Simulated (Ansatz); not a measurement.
**CH3BrFGaO: how energies converge with the basis set**

Aim: see how fast density functionals converge with the basis set for CH3BrFGaO.

The runs use Ansatz 0.2.0, Gaussian basis; one geometry, several basis sets.

Levels to be run: PBE0-D4/def2-SVP; ωB97M-V/def2-SVP; PBE0-D4/def2-QZVPP; ωB97M-V/def2-QZVPP; the functionals' def2-TZVPP values are taken from earlier runs.

**1. The geometry**

An earlier PBE0-D4 in a triple-zeta def2 set relaxation fixed the geometry.

SMILES `[OH][Ga]([F])[CH2]Br`, 8 atoms, charge 0, spin multiplicity 1.

Atoms are counted from 1 here; the program's logs count them from 0.

Bond lengths: O1–Ga2 1.767 Å, O1–H6 0.961 Å, Ga2–F3 1.749 Å, Ga2–C4 1.959 Å, C4–Br5 1.944 Å, C4–H7 1.088 Å, C4–H8 1.088 Å. Angles: Ga2–O1–H6 112.6°, O1–Ga2–F3 113.5°, O1–Ga2–C4 127.5°, F3–Ga2–C4 119.0°, Ga2–C4–Br5 109.7°, Ga2–C4–H7 111.9°, Ga2–C4–H8 111.9°, Br5–C4–H7 107.2°, Br5–C4–H8 107.2°, H7–C4–H8 108.6°.

**2. PBE0-D4 in def2-SVP**

The input, in.yaml:

```yaml
crystal:
  periodic: [false, false, false]
  atoms:
    - {symbol: O, position_ang: [-0.132437, 1.204596, 1.803039]}
    - {symbol: Ga, position_ang: [0.437908, -0.137240, 0.804137]}
    - {symbol: F, position_ang: [1.551239, -1.199853, 1.634353]}
    - {symbol: C, position_ang: [-0.039493, -0.525410, -1.056133]}
    - {symbol: Br, position_ang: [-1.284148, 0.818082, -1.708548]}
    - {symbol: H, position_ang: [-0.742874, 1.780435, 1.334637]}
    - {symbol: H, position_ang: [0.829586, -0.504667, -1.710937]}
    - {symbol: H, position_ang: [-0.527681, -1.492943, -1.156348]}
basis:
  gaussian: {orbitals: def2-SVP}
hamiltonian: {xc: pbe0, dispersion: d4}
output: {orbitals: {seedname: orbitals}}
```

Started as:

```sh
ansatz run in.yaml --threads 4 --pin off --events-out ev --progress --plain --max-ram 10444MiB
```

Further steps of the session: ωB97M-V in def2-SVP; PBE0-D4 in def2-QZVPP; ωB97M-V in def2-QZVPP.

Before running them: what should the planned runs give, taken together? Wanted: PBE0-D4: double and triple zeta above quadruple; ωB97M-V: double and triple zeta above quadruple.

**Answer**, as computed:

```
                                       quantity           value
PBE0-D4: double and triple zeta above quadruple  25.48, 2.97 eV
ωB97M-V: double and triple zeta above quadruple  25.47, 2.86 eV
```

**Reading.** PBE0-D4 gains 22.51 eV from double to triple zeta, then 2.97 eV more. These are total energies; as a rule much of such shifts cancels in differences, which this series doesn't test. The LUMO of ωB97M-V is positive and keeps falling with the basis (0.92 to 0.35 eV): an unbound level that the basis holds in place.
